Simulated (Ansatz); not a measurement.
# KCoF3: the cost of one run

Program: Ansatz 0.2.0. Level of theory: DFT PBEsol+U (U = 2 eV, J = 0.5 eV on Co d), plane waves, PAW. These are calculated values, not measurements.

## (1) The starting structure

It takes space group Pm-3m (No. 221, cubic). Conventional cell: a = 4.071 Å, b = 4.071 Å, c = 4.071 Å, α = 90.00°, β = 90.00°, γ = 90.00°. K (site symmetry m-3m) has 12 F at 2.88 Å as nearest neighbours. Co (site symmetry m-3m) has 6 F at 2.04 Å as nearest neighbours. F (site symmetry 4/mmm) has 2 Co at 2.04 Å and 4 K at 2.88 Å as nearest neighbours.

Coordinates:

```xyz
5
Lattice="4.0710 0.0000 0.0000 0.0000 4.0710 0.0000 0.0000 0.0000 4.0710" Properties=species:S:1:pos:R:3 pbc="T T T"
K     0.0000    0.0000    0.0000
Co    2.0355    2.0355    2.0355
F     0.0000    2.0355    2.0355
F     2.0355    0.0000    2.0355
F     2.0355    2.0355    0.0000
```

Magnetic order typed: ferromagnetic.

## (2) From atoms, symmetry kept, no search

input.yaml reads:

```yaml
crystal:
  lattice:
    - [4.070999, 0.0, 0.0]
    - [0.0, 4.070999, 0.0]
    - [0.0, 0.0, 4.070999]
  atoms:
    - { symbol: K, position: [0.0, 0.0, 0.0] }
    - { symbol: Co, position: [0.5, 0.5, 0.5], spin: 3.0 }
    - { symbol: F, position: [0.0, 0.5, 0.5] }
    - { symbol: F, position: [0.5, 0.0, 0.5] }
    - { symbol: F, position: [0.5, 0.5, 0.0] }
basis:
  ecutwfc: 420
  ecutrho_ratio: 4
kpoints:
  mp_grid: { grid: [5, 5, 5] }
hamiltonian:
  xc: pbesol
  hubbard: { sites: [{ site: 1, l: d, u: 2.0, j: 0.5 }] }
scf:
  occupations: { method: gaussian, width: 0.05 }
  lower_state_search: "off"
  max_iter: 150
output:
  forces: true
  stress: true
  eigenvalues: true
  populations: true
  hubbard: { sites: [{ site: 1, l: d }] }
magnetization:
  spin_polarized: true
```

The run is started by

```
$ ansatz run input.yaml --threads 4 --pin off --max-ram 6144MiB --backend cpu --events-out ev --progress --plain --runs-dir out
```

What time and memory should one allow on 4 threads of Arm Neoverse V1, shared host?

About 2.1 s, with a peak of 0.39 GiB.
